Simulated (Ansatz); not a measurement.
# Na2TlHgF6: the cost of one run

Method: DFT PBE, scalar-relativistic, plane waves, PAW, in Ansatz 0.2.0.

## Step 1: The starting structure

It takes space group Fm-3m (No. 225, cubic). The conventional cell has a = 9.211 Å, b = 9.211 Å, c = 9.211 Å, α = 90.00°, β = 90.00°, γ = 90.00°. Na (site symmetry -43m) is surrounded by 12 F at 3.26 Å. Tl (site symmetry m-3m) is surrounded by 6 F at 2.29 Å. Hg (site symmetry m-3m) is surrounded by 6 F at 2.31 Å. F (site symmetry 4mm) is surrounded by 1 Tl at 2.29 Å and 1 Hg at 2.31 Å and 4 Na at 3.26 Å.

Coordinates:

```
Na Tl Hg F
1.0
     0.00000    4.60541    4.60541
     4.60541    0.00000    4.60541
     4.60541    4.60541    0.00000
Na Tl Hg F
2 1 1 6
Direct
  0.75000 0.75000 0.75000
  0.25000 0.25000 0.25000
  0.00000 0.00000 0.00000
  0.50000 0.50000 0.50000
  0.75096 0.24904 0.24904
  0.24904 0.24904 0.75096
  0.24904 0.75096 0.75096
  0.24904 0.75096 0.24904
  0.75096 0.24904 0.75096
  0.75096 0.75096 0.24904
```

The structure comes from the Materials Project (structure only).

## Step 2: A change within a subgroup

Against the listed cell: strain xx, yy, zz, yz, xz, xy = +4.9, +4.9, -1.1, +0.0, +0.0, +0.0 %; atoms moved by 0.06 Å root mean square, at most 0.14 Å.

Contents of input.yaml:

```yaml
crystal:
  lattice:
    - [0.0, 4.8313524637, 4.5550278037]
    - [4.8313524637, 0.0, 4.5550278037]
    - [4.8313524637, 4.8313524637, 0.0]
  atoms:
    - { symbol: Na, position: [0.7493449557, 0.7493449557, 0.7506550443] }
    - { symbol: Na, position: [0.2493449557, 0.2493449557, 0.2506550443] }
    - { symbol: Tl, position: [0.0041869663, 0.0041869663, -0.0041869663] }
    - { symbol: Hg, position: [0.5154871729, 0.5154871729, 0.4845128271] }
    - { symbol: F, position: [0.7459648529, 0.2420031221, 0.2540351471] }
    - { symbol: F, position: [0.2512327337, 0.2512327337, 0.7487672663] }
    - { symbol: F, position: [0.2420031221, 0.7459648529, 0.7579968779] }
    - { symbol: F, position: [0.2420031221, 0.7459648529, 0.2540351471] }
    - { symbol: F, position: [0.7459648529, 0.2420031221, 0.7579968779] }
    - { symbol: F, position: [0.7544672656, 0.7544672656, 0.2455327344] }
basis:
  ecutwfc: 420
kpoints:
  mp_grid: { grid: [6, 6, 6] }
hamiltonian:
  xc: pbe
scf:
  occupations: { method: gaussian, width: 0.1 }
output:
  forces: true
  stress: true
  eigenvalues: true
```

Command:

```sh
$ ansatz run input.yaml --threads 2 --pin off --max-ram 2662MiB --backend cpu --events-out ev --progress --plain --runs-dir out
```

**Question.** How long does this run take on 2 threads of an x86-64 CPU, shared host, and how much memory does it need?

About 21 s, with a peak of 0.65 GiB.
